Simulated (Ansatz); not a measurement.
# BIr16: the cost of one run

All numbers below are computed with Ansatz 0.2.0 (DFT PBEsol, plane waves, PAW, scalar-relativistic, no spin polarisation).

## (1) The structure to begin with

The cell holds 17 atoms (BIr16): a = 7.680 Å, b = 5.431 Å, c = 15.073 Å, α = 90.00°, β = 90.00°, γ = 90.00°.

Its coordinates follow in the input file.

## (2) Preparing the start

input.yaml

```yaml
crystal:
  lattice:
    - [7.68, 0.0, 0.0]
    - [0.0, 5.43058, 0.0]
    - [0.0, 0.0, 15.072935]
  atoms:
    - { symbol: Ir, position: [0.25, 0.25, 0.0663441] }
    - { symbol: Ir, position: [0.75, 0.25, 0.0663441] }
    - { symbol: Ir, position: [0.25, 0.75, 0.0663441] }
    - { symbol: Ir, position: [0.75, 0.75, 0.0663441] }
    - { symbol: Ir, position: [0.0, 0.0, 0.1564158] }
    - { symbol: Ir, position: [0.5, 0.0, 0.1564158] }
    - { symbol: Ir, position: [0.0, 0.5, 0.1564158] }
    - { symbol: Ir, position: [0.5, 0.5, 0.1564158] }
    - { symbol: Ir, position: [0.25, 0.25, 0.2464875] }
    - { symbol: Ir, position: [0.75, 0.25, 0.2464875] }
    - { symbol: Ir, position: [0.25, 0.75, 0.2464875] }
    - { symbol: Ir, position: [0.75, 0.75, 0.2464875] }
    - { symbol: Ir, position: [0.0, 0.0, 0.3365592] }
    - { symbol: Ir, position: [0.5, 0.0, 0.3365592] }
    - { symbol: Ir, position: [0.0, 0.5, 0.3365592] }
    - { symbol: Ir, position: [0.5, 0.5, 0.3365592] }
    - { symbol: B, position: [0.8215842, 0.3139373, 0.4393925] }
basis:
  ecutwfc: 420.0
kpoints:
  mp_grid: { grid: [2, 3, 1] }
hamiltonian:
  xc: pbesol
  pseudopotentials: { kind: paw, azcp: { folder: soft_1 } }
scf:
  occupations: { method: fermi_dirac, width: 0.1 }
  lower_state_search: "off"
relax:
  f_tol: 0.08
  max_steps: 25
  adjacent_minimum: "off"
  constraints: [{ sites: [0, 1, 2, 3] }]
```

Command:

```
$ ansatz run input.yaml --threads 4 --pin off --max-ram 10240MiB --backend cpu --events-out ev --progress --plain --runs-dir out
```

What time and memory should one allow on 4 threads of Arm Neoverse V2, shared host?

About 2.6 min, with a peak of 1.7 GiB.
